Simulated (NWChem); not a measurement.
**InCNClF (SMILES N#[C][In]([F])[Cl]) at B3LYP-D3(BJ)/def2-SVP (core potential)**

What is the adiabatic ionisation energy of InCNClF at B3LYP-D3(BJ)/def2-SVP (core potential)? 

The results are computed with NWChem 7.3.0.

**1. The structure to begin with**

InCNClF has 5 atoms, charge 0, and is taken as a singlet. As SMILES, `N#[C][In]([F])[Cl]`. Geometry: relaxed at PBE0-D4/def2-TZVP. The run starts from this shape.

Bond lengths: N1–C2 1.152 Å, C2–In3 2.082 Å, In3–F4 1.924 Å, In3–Cl5 2.280 Å. Angles: N1–C2–In3 178.9°, C2–In3–F4 118.2°, C2–In3–Cl5 125.8°, F4–In3–Cl5 115.9°.

**2. A structure relaxation at B3LYP-D3(BJ)/def2-SVP (core potential)**

Input file cclfinn.nw:

```
start cclfinn
title "CClFInN optimise"
memory 2200 mb

geometry
  N     -1.392600     1.451400     1.648800
  C     -0.781900     0.784400     0.934900
  In     0.330400    -0.389600    -0.376400
  F      0.434400    -2.280900    -0.039700
  Cl     1.459700     0.361000    -2.209100
end

basis spherical bse
  * library def2-SVP
end

ecp bse
  In library def2-SVP
end

dft
  xc b3lyp
  disp vdw 4
  grid fine
  convergence energy 1e-07
  iterations 100
  mulliken
  print low
end

driver
  maxiter 60
end

freq
  temp 3 298.15 600 900
end

task dft optimize
task dft frequencies
```

Run with:

```sh
$ nwchem cclfinn.nw > cclfinn.out
```

The program printed:

```text
[...]
 Group name             Cs
[...]
 d= 0,ls=0.0,diis     1   -842.7043995641 -1.12D+03  3.06D-02  1.17D+00     1.8
[...]
         Total DFT energy =     -842.867702954627
[...]
@    0    -842.86770295  0.0D+00  0.02304  0.00852  0.00000  0.00000     18.5
[...]
         Total DFT energy =     -842.868366836924
[...]
@    1    -842.86838520 -6.8D-04  0.01418  0.00536  0.01496  0.03832     40.8
[...]
@    6    -842.86893837 -3.2D-06  0.00019  0.00007  0.00680  0.01425    123.9
[...]
         Total DFT energy =   -842.868938723557
[...]
@    7    -842.86893872 -3.6D-07  0.00007  0.00002  0.00215  0.00426    134.5
[...]
         Total DFT energy =     -842.868938703887
[...]
         Total DFT energy =   -842.868938703887
                         DFT ENERGY GRADIENTS
    atom               coordinates                        gradient
                 x          y          z           x          y          z
   1 N       2.123429   5.690102   0.000000   -0.000007  -0.000008   0.000000
   2 C       1.227488   3.686057   0.000000   -0.000000   0.000024   0.000000
   3 In     -0.389668   0.051576   0.000000    0.000009  -0.000069   0.000000
   4 F      -4.057466  -0.262784   0.000000   -0.000006   0.000034   0.000000
   5 Cl      1.908339  -3.691348   0.000000    0.000004   0.000020   0.000000
[...]
@    8    -842.86893870  2.0D-08  0.00002  0.00001  0.00018  0.00046    144.1
[...]
      Optimization converged
[...]
@    8    -842.86893870  2.0D-08  0.00002  0.00001  0.00018  0.00046    144.1
[...]
 d= 0,ls=0.0,diis     2   -842.8689389304  3.76D-08  3.16D-06  3.89D-07   149.1
         Total DFT energy =     -842.868938930408
      One electron energy =    -1775.069064854969
           Coulomb energy =      728.588120330795
    Exchange-Corr. energy =      -67.834785655758
 Nuclear repulsion energy =      271.454449857587
    Dispersion correction =       -0.007658608063
[...]
      Total Density - Mulliken Population Analysis
     ---------------------------------------------
    Atom       Charge   Shell Charges
 -----------   ------   -------------------------------------------------------
    1 N    7     6.92   1.99  1.11  0.50  2.20  1.10  0.03
    2 C    6     6.24   1.99  0.98  0.42  1.97  0.86  0.03
    3 In  21    20.23  -0.60  2.60  0.84  0.08  2.78  3.23  0.91  0.17  9.67  0.55
    4 F    9     9.40   1.99  1.12  0.84  3.31  2.14  0.00
    5 Cl  17    17.20   2.00  1.98  1.28  0.68  5.93  2.13  3.18  0.01
[...]
 Zero-Point correction to Energy  =    6.506 kcal/mol  (  0.010367 au)
 Thermal correction to Energy     =   23.469 kcal/mol  (  0.037400 au)
 Thermal correction to Enthalpy   =   25.257 kcal/mol  (  0.040249 au)
 Total Entropy                    =  111.542 cal/mol-K
   - Translational                =   47.174 cal/mol-K (mol. weight = 194.8744)
   - Rotational                   =   31.634 cal/mol-K (symmetry #  =        1)
   - Vibrational                  =   32.734 cal/mol-K
 Cv (constant volume heat capacity) =   22.197 cal/mol-K
   - Translational                  =    2.979 cal/mol-K
   - Rotational                     =    2.979 cal/mol-K
   - Vibrational                    =   16.238 cal/mol-K
[...]
 Normal Eigenvalue ||           Projected Infra Red Intensities
  Mode   [cm**-1]  || [atomic units] [(debye/angs)**2] [(KM/mol)] [arbitrary]
 ------ ---------- || -------------- ----------------- ---------- -----------
    1       -0.000 ||    0.000068           0.002         0.066       0.044
    2       -0.000 ||    0.000123           0.003         0.120       0.079
    3       -0.000 ||    0.000160           0.004         0.156       0.102
    4        0.000 ||    0.000010           0.000         0.010       0.006
    5        0.000 ||    0.000128           0.003         0.125       0.082
    6        0.000 ||    0.000001           0.000         0.001       0.000
    7       74.885 ||    0.010136           0.234         9.881       6.481
    8       98.413 ||    0.025801           0.595        25.152      16.496
    9      122.655 ||    0.023546           0.543        22.954      15.055
   10      249.067 ||    0.003166           0.073         3.087       2.025
   11      267.326 ||    0.008010           0.185         7.808       5.121
   12      373.582 ||    0.011713           0.270        11.418       7.489
   13      426.672 ||    0.064181           1.481        62.566      41.036
   14      626.743 ||    0.056949           1.314        55.516      36.412
[...]
```

Wall time 6.3 min (1 thread of Intel Xeon at 2.60GHz (Ice Lake), shared host); peak memory 0.19 GiB.

Step by step:

| step | energy from the first frame kept (eV) |
| --- | --- |
| 0 | 0.0000 |
| 1 | -0.0186 |
| 2 | -0.0321 |
| 3 | -0.0331 |
| 4 | -0.0335 |
| 5 | -0.0335 |
| 6 | -0.0336 |
| 7 | -0.0336 |
| 8 | -0.0336 |

After the run. Bond lengths: N1–C2 1.162 Å, C2–In3 2.105 Å, In3–F4 1.948 Å, In3–Cl5 2.324 Å. Angles: N1–C2–In3 179.9°, C2–In3–F4 118.9°, C2–In3–Cl5 124.5°, F4–In3–Cl5 116.6°.

**3. The doublet cation: a geometry optimisation at UB3LYP-D3(BJ)/def2-SVP (core potential)**

Input file run.xyz:

```xyz
5
CClFInN
N     -1.392600     1.451400     1.648800
C     -0.781900     0.784400     0.934900
In     0.330400    -0.389600    -0.376400
F      0.434400    -2.280900    -0.039700
Cl     1.459700     0.361000    -2.209100
```

Input file run.nw:

```
START run
TITLE "CClFInN"
memory 2200 mb
charge 1

GEOMETRY noautosym
  load format xyz run.xyz
END

BASIS spherical bse
  * library def2-SVP
END

ECP bse
  In library def2-SVP
END

DFT
  xc b3lyp
  mult 2
  disp vdw 4
  grid fine
  convergence energy 1e-07
  iterations 100
  mulliken
  print low
END

DRIVER
  maxiter 60
END

FREQ
  temp 3 298.15 400 700
END

TASK dft optimize
TASK dft frequencies
```

Run with:

```sh
$ nwchem run.nw > run.out
```

The program printed:

```text
[...]
 d= 0,ls=0.0,diis     1   -842.1546484945 -1.12D+03  2.66D-02  5.11D-01     2.5
[...]
         Total DFT energy =     -842.428394065229
[...]
@    0    -842.42839407  0.0D+00  0.03302  0.01149  0.00000  0.00000    181.8
[...]
         Total DFT energy =     -842.430881929851
[...]
@    1    -842.43204807 -3.7D-03  0.03700  0.01195  0.06485  0.13642    258.8
[...]
@   13    -842.44655136  7.4D-08  0.00007  0.00003  0.00215  0.00412    731.2
[...]
         Total DFT energy =   -842.446551538734
[...]
@   14    -842.44655154 -1.8D-07  0.00003  0.00001  0.00157  0.00384    748.9
[...]
         Total DFT energy =     -842.446551572525
[...]
         Total DFT energy =   -842.446551572525
                         DFT ENERGY GRADIENTS
    atom               coordinates                        gradient
                 x          y          z           x          y          z
   1 N      -3.168649   3.781252   3.627089    0.000030  -0.000007   0.000010
   2 C      -2.207432   2.053617   2.669695   -0.000033   0.000004  -0.000017
   3 In     -0.469737  -0.902191   0.911724   -0.000001   0.000000  -0.000009
   4 F       0.715972  -4.180984   0.043366    0.000005   0.000001   0.000012
   5 Cl      1.952261   1.107773  -3.120869   -0.000002   0.000002   0.000005
[...]
@   15    -842.44655157 -3.4D-08  0.00001  0.00001  0.00047  0.00072    763.2
[...]
      Optimization converged
[...]
@   15    -842.44655157 -3.4D-08  0.00001  0.00001  0.00047  0.00072    763.2
[...]
 d= 0,ls=0.0,diis     2   -842.4465519453 -1.91D-10  4.36D-07  5.25D-09   770.4
[...]
         Total DFT energy =     -842.446551945282
      One electron energy =    -1746.969088323369
           Coulomb energy =      707.636686401547
    Exchange-Corr. energy =      -67.455412419124
 Nuclear repulsion energy =      264.349036210025
    Dispersion correction =       -0.007773814362
[...]
      Total Density - Mulliken Population Analysis
     ---------------------------------------------
    Atom       Charge   Shell Charges
 -----------   ------   -------------------------------------------------------
    1 N    7     6.80   1.99  1.14  0.50  2.16  0.98  0.03
    2 C    6     6.14   1.99  0.97  0.31  2.01  0.84  0.03
    3 In  21    20.01  -0.60  2.60  0.91  0.10  2.77  3.23  0.75  0.08  9.67  0.50
    4 F    9     9.31   1.99  1.14  0.83  3.29  2.06  0.00
    5 Cl  17    16.74   2.00  1.99  1.36  0.64  5.93  2.08  2.74  0.01
[...]
      <S2> =      0.7525 (Exact =     0.7500)
[...]
 Zero-Point correction to Energy  =    6.204 kcal/mol  (  0.009886 au)
 Thermal correction to Energy     =   19.056 kcal/mol  (  0.030367 au)
 Thermal correction to Enthalpy   =   20.446 kcal/mol  (  0.032583 au)
 Total Entropy                    =  109.076 cal/mol-K
   - Translational                =   45.926 cal/mol-K (mol. weight = 194.8744)
   - Rotational                   =   31.113 cal/mol-K (symmetry #  =        1)
   - Vibrational                  =   32.036 cal/mol-K
 Cv (constant volume heat capacity) =   21.693 cal/mol-K
   - Translational                  =    2.979 cal/mol-K
   - Rotational                     =    2.979 cal/mol-K
   - Vibrational                    =   15.734 cal/mol-K
[...]
 Normal Eigenvalue ||           Projected Infra Red Intensities
  Mode   [cm**-1]  || [atomic units] [(debye/angs)**2] [(KM/mol)] [arbitrary]
 ------ ---------- || -------------- ----------------- ---------- -----------
    1       -0.000 ||    0.003342           0.077         3.258       2.132
    2       -0.000 ||    0.005203           0.120         5.073       3.320
    3        0.000 ||    0.002872           0.066         2.800       1.833
    4        0.000 ||    0.002804           0.065         2.734       1.789
    5        0.000 ||    0.000373           0.009         0.363       0.238
    6        0.000 ||    0.001866           0.043         1.819       1.190
    7       38.156 ||    0.000702           0.016         0.684       0.448
    8       90.150 ||    0.018453           0.426        17.989      11.775
    9       96.016 ||    0.026335           0.608        25.672      16.804
   10      180.237 ||    0.010283           0.237        10.025       6.561
   11      243.488 ||    0.004874           0.112         4.752       3.110
   12      254.124 ||    0.012617           0.291        12.300       8.051
   13      446.373 ||    0.007521           0.174         7.332       4.799
   14      683.668 ||    0.033580           0.775        32.735      21.426
[...]
```

It took 20 min on 1 thread of Intel Xeon at 2.60GHz (Ice Lake), shared host; peak memory 0.2 GiB.

Steps, from the record of the run:

| step | energy from the first frame kept (eV) |
| --- | --- |
| 0 | 0.0000 |
| 1 | -0.0994 |
| 2 | -0.1697 |
| 3 | -0.2134 |
| 4 | -0.2709 |
| 5 | -0.4258 |
| 6 | -0.4564 |
| 7 | -0.4737 |
| 8 | -0.4846 |
| 9 | -0.4857 |
| 10 | -0.4904 |
| 11 | -0.4940 |
| 12 | -0.4941 |
| 13 | -0.4941 |
| 14 | -0.4941 |
| 15 | -0.4941 |

After the run. Bond lengths: N1–C2 1.162 Å, C2–In3 2.039 Å, In3–F4 1.901 Å, In3–Cl5 2.707 Å. Angles: N1–C2–In3 178.2°, C2–In3–F4 163.6°, C2–In3–Cl5 105.8°, F4–In3–Cl5 90.7°.

**4. Summary of results**

Level: B3LYP-D3(BJ)/def2-SVP (core potential).

```
                                                                               quantity             value
                                  run 1, B3LYP-D3(BJ)/def2-SVP: total energy at the end     -842.86894 Eh
                                        run 1, B3LYP-D3(BJ)/def2-SVP: dispersion energy     -20.11 kJ/mol
                               run 1, B3LYP-D3(BJ)/def2-SVP: lowest harmonic wavenumber           75 cm⁻¹
                              run 1, B3LYP-D3(BJ)/def2-SVP: highest harmonic wavenumber         2313 cm⁻¹
                                        run 1, B3LYP-D3(BJ)/def2-SVP: zero-point energy       27.2 kJ/mol
run 1, B3LYP-D3(BJ)/def2-SVP: ideal-gas entropy at 298.15 K (symmetry number 1 as used)  86.3 cal/(mol K)
                                                doublet cation: total energy at the end     -842.44655 Eh
                                                      doublet cation: dispersion energy     -20.41 kJ/mol
                                                                   doublet cation: ⟨S²⟩             0.752
                                             doublet cation: lowest harmonic wavenumber           38 cm⁻¹
                                            doublet cation: highest harmonic wavenumber         2309 cm⁻¹
                                                      doublet cation: zero-point energy       26.0 kJ/mol
                adiabatic ionisation energy (to the doublet cation, no zero-point term)         11.494 eV
```

In words: The adiabatic ionisation energy (to the doublet cation, no zero-point term) is 11.49 eV (265 kcal/mol). All 9 modes (run 1, B3LYP-D3(BJ)/def2-SVP) are real, so the shape is a minimum at this level. The optimisation (run 1, B3LYP-D3(BJ)/def2-SVP) took 9 steps and changed the energy by -0.034 eV. Mulliken charges (run 1, B3LYP-D3(BJ)/def2-SVP) run from -0.40 on F4 to +0.77 on In3; they depend strongly on the basis. All 9 modes (doublet cation) are real, so the shape is a minimum at this level. The optimisation (doublet cation) took 16 steps and changed the energy by -0.494 eV.
